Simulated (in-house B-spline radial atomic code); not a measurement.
# La³⁺: ionisation energy by several methods

One table from this session's results is given with a row withheld; the runs are named, their logs left out.

The numbers are computed with in-house B-spline radial atomic code version 1 (scalar-relativistic (X2C), several functionals, spin-polarised; spherical all-electron atom at the radial basis limit), except any that are marked as measured or tabulated.

## What is computed

```
element       : lanthanum (Z = 57)
charge        : +3
electrons     : 54
configuration : [Kr] 4d10 5s2 5p6
nucleus       : Fermi, rms radius 4.855 fm
```

Outer shells as boxes (Hund's rule):

[Kr] 4d10 5s2 5p6
```
[Kr] core
4d [↑↓][↑↓][↑↓][↑↓][↑↓]
5s [↑↓]
5p [↑↓][↑↓][↑↓]
```

Where spins are not typed, each open shell is filled with up spins first.

Set-up of the first run:

The run's settings:

```ini
Z = 57
electrons = 54.0
configuration = [Kr] 4d10 5s2 5p6
hamiltonian = x2c
method = b88,lyp
spin_polarised = True
nucleus = fermi
rms_radius = 4.855
mass_number = 139
atomic_mass = 138.906362927
speed_of_light = 137.035999084
```

Steps of the session up to this table: BLYP, a GGA; PW91, a GGA; revTPSS, a meta-GGA; PBEsol, a GGA; BP86, a GGA; PBE, a GGA.

One of the session's tables, all rows but one given; the rest of the session is left out.

```
 method  ΔSCF (eV)
   BLYP     50.398
   PW91     50.681
 PBEsol     50.640
   BP86     50.723
    PBE     50.602
revTPSS          ?
```

**Question.** Estimate the row for revTPSS.

The run gave: ΔSCF (eV): 50.781. In the column «ΔSCF (eV)» it is the highest.

Limits of these values: Meta-GGA runs start from a PBE run whose iterations are not counted.
